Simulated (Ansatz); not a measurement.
**CH₆OSSi₂: a ladder of functionals and wavefunction methods**

How much do the methods differ for CH₆OSSi₂? The plan is to run it at one geometry with functionals of several rungs and with coupled cluster. The yardstick is the atomisation energy at the CCSD(T) limit.

Method: functionals in def2-TZVPP, the program's frozen cores in correlated methods; program: Ansatz 0.2.0, Gaussian basis.

The runs, in order: LDA (SPW92), PBE-D4, revPBE-D4, BLYP-D4, r2SCAN-D4, B97M-V, PBE0-D4, B3LYP-D4, r2SCANh-D4, r2SCAN0-D4, HSE06-D4, BHLYP-D4, CAM-B3LYP-D4, LC-ωPBE, ωB97X-V, ωB97M-V, B2PLYP, PBE-QIDH; CCSD(T)/def2-SVP; CCSD(T)/def2-TZVPP; MP2/def2-QZVPP; extrapolation to the limit; RPA on PBE.

### Step 1. Structure used throughout

The geometry comes from an earlier relaxation with PBE0-D4 in a triple-zeta def2 set; it is a stationary point, not always the lowest conformer.

SMILES `O[Si]1(S)C[SiH2]1`, 11 atoms, charge 0, spin multiplicity 1.

Atoms are counted from 1 here; the program's logs count them from 0.

Bond lengths: O1–Si2 1.642 Å, O1–H6 0.960 Å, Si2–S3 2.123 Å, Si2–C4 1.860 Å, Si2–Si5 2.242 Å, S3–H7 1.347 Å, C4–Si5 1.929 Å, C4–H8 1.090 Å, C4–H9 1.088 Å, Si5–H10 1.483 Å, Si5–H11 1.483 Å. Angles: Si2–O1–H6 116.5°, O1–Si2–S3 114.6°, O1–Si2–C4 113.2°, O1–Si2–Si5 124.7°, S3–Si2–C4 118.0°, S3–Si2–Si5 117.2°, C4–Si2–Si5 55.2°, Si2–S3–H7 95.1°, Si2–C4–Si5 72.5°, Si2–C4–H8 116.9°, Si2–C4–H9 118.6°, Si5–C4–H8 114.5°, Si5–C4–H9 117.5°, H8–C4–H9 111.7°, Si2–Si5–C4 52.3°, Si2–Si5–H10 123.6°, Si2–Si5–H11 122.2°, C4–Si5–H10 116.6° and more.

### Step 2. LDA

This LDA is Slater exchange with PW92 correlation.

in.yaml reads:

```yaml
crystal:
  periodic: [false, false, false]
  atoms:
    - {symbol: O, position_ang: [-0.846973, 1.277206, 1.471537]}
    - {symbol: Si, position_ang: [0.122753, 0.598572, 0.333688]}
    - {symbol: S, position_ang: [1.481544, 1.946487, -0.585713]}
    - {symbol: C, position_ang: [-0.766506, -0.620919, -0.752707]}
    - {symbol: Si, position_ang: [0.602293, -1.587577, 0.202722]}
    - {symbol: H, position_ang: [-0.407367, 1.722416, 2.199094]}
    - {symbol: H, position_ang: [0.526605, 2.730417, -1.122387]}
    - {symbol: H, position_ang: [-1.785638, -0.882762, -0.469387]}
    - {symbol: H, position_ang: [-0.658932, -0.533460, -1.831470]}
    - {symbol: H, position_ang: [1.716934, -2.135859, -0.607066]}
    - {symbol: H, position_ang: [0.080686, -2.571518, 1.182287]}
basis:
  gaussian: {orbitals: def2-TZVPP}
hamiltonian: {xc: lda}
output: {orbitals: {seedname: orbitals}}
```

After this run come: PBE-D4 (GGA); revPBE-D4 (GGA); BLYP-D4 (GGA); r2SCAN-D4 (meta-GGA); B97M-V (meta-GGA); PBE0-D4 (hybrid); B3LYP-D4 (hybrid); r2SCANh-D4 (hybrid); r2SCAN0-D4 (hybrid); HSE06-D4 (hybrid); BHLYP-D4 (hybrid); CAM-B3LYP-D4 (range-separated); LC-ωPBE (range-separated); ωB97X-V (range-separated); ωB97M-V (range-separated); B2PLYP (double hybrid); PBE-QIDH (double hybrid); CCSD(T) in def2-SVP; CCSD(T) in def2-TZVPP; MP2 in def2-QZVPP; RPA on PBE orbitals.

Q: Predict the results of all the runs planned. Wanted: atomisation energy, CCSD(T)/CBS; farthest beyond LDA; mean size of error, GGA; mean size of error, meta-GGA; mean size of error, hybrid; mean size of error, range-separated; mean size of error, double hybrid; gap, smallest and largest; T1 diagnostic.

As calculated:

```
                               quantity                                                            value
        atomisation energy, CCSD(T)/CBS                                                    3800.0 kJ/mol
 functionals within 19.0 kJ/mol (0.5 %)  r2SCAN-D4, PBE0-D4, r2SCANh-D4, HSE06-D4, CAM-B3LYP-D4, ωB97M-V
                    farthest beyond LDA                                         BHLYP-D4 (-123.9 kJ/mol)
                mean size of error, GGA                                                      43.4 kJ/mol
           mean size of error, meta-GGA                                                      23.1 kJ/mol
             mean size of error, hybrid                                                      38.4 kJ/mol
    mean size of error, range-separated                                                      21.6 kJ/mol
      mean size of error, double hybrid                                                      54.5 kJ/mol
              gap, smallest and largest                        4.27 eV (LDA (SPW92)), 10.90 eV (LC-ωPBE)
                          T1 diagnostic                                                           0.0127
triples share of the correlation energy                                                            4.2 %
```

In words: The LDA atomisation energy is off by 534.8 kJ/mol (14 %): it overbinds. PBE-D4 misses by +42.3 kJ/mol. Double hybrids carry the basis error of their MP2 part in triple zeta, and no dispersion term here, so their miss is partly the set-up's. Taken by rung, range-separated functionals do best (21.6 kJ/mol on average) and double hybrid ones worst beyond LDA (54.5 kJ/mol). The gap between the best rungs is small, so their order is not settled. The reference freezes the cores and leaves out relativity and excitations past (T), so misses under about 19.0 kJ/mol can't be ranked. Hartree-Fock recovers 71 % of the binding; the rest is correlation. CCSD(T) in def2-SVP is off by -312.8 kJ/mol, more than most functionals: a good method in a small basis is no reference. The gap grows from 4.3 to 10.9 eV across the functionals, mostly with the share of exact exchange.
